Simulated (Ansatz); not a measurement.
Crystal: Co2Pd.

```
Pd Co
1.0
     2.63793    0.00000    0.00000
    -1.31897    2.28451    0.00000
     0.00000    0.00000    6.31934
Pd Co
1 2
Direct
  0.00000 0.00000 0.00000
  0.66667 0.33333 0.34978
  0.33333 0.66667 0.65022
```

The cell comes from a database or a generator and needn't be the stable form of this composition.

Base run:

- Program: Ansatz 0.2.0
- Functional: PBEsol
- Potentials or basis: Ansatz PAW
- Cutoff: 420 eV (not typed: the program's choice for these potentials)
- k mesh: 10 × 10 × 4
- Occupations: fermi-dirac, width 0.05 eV
- Spin: collinear spin, ferromagnetic start
- Starting moments: [0.0, 2.0, 2.0] μB
- Fixed moment: 4 μB

Its results: pressure -9.8 GPa; site moments Pd +0.34; Co +1.89 μB.

Problem. The run is repeated on the same cell with these changes: fixed moment from 4 μB to 1 μB; moments at the start from [0.0, 2.0, 2.0] to [0.0, 0.5, 0.5]. What comes out?

Solution. Pressure -16.5 GPa; site moments Pd -0.12; Co +0.60 μB.

Caveats: the total moment is fixed, so each spin has its own Fermi level; the PAW data sets come from PBE, with cores solved anew for the run's functional, which leaves a small shift of forces and pressure; the thresholds are loose for stress.
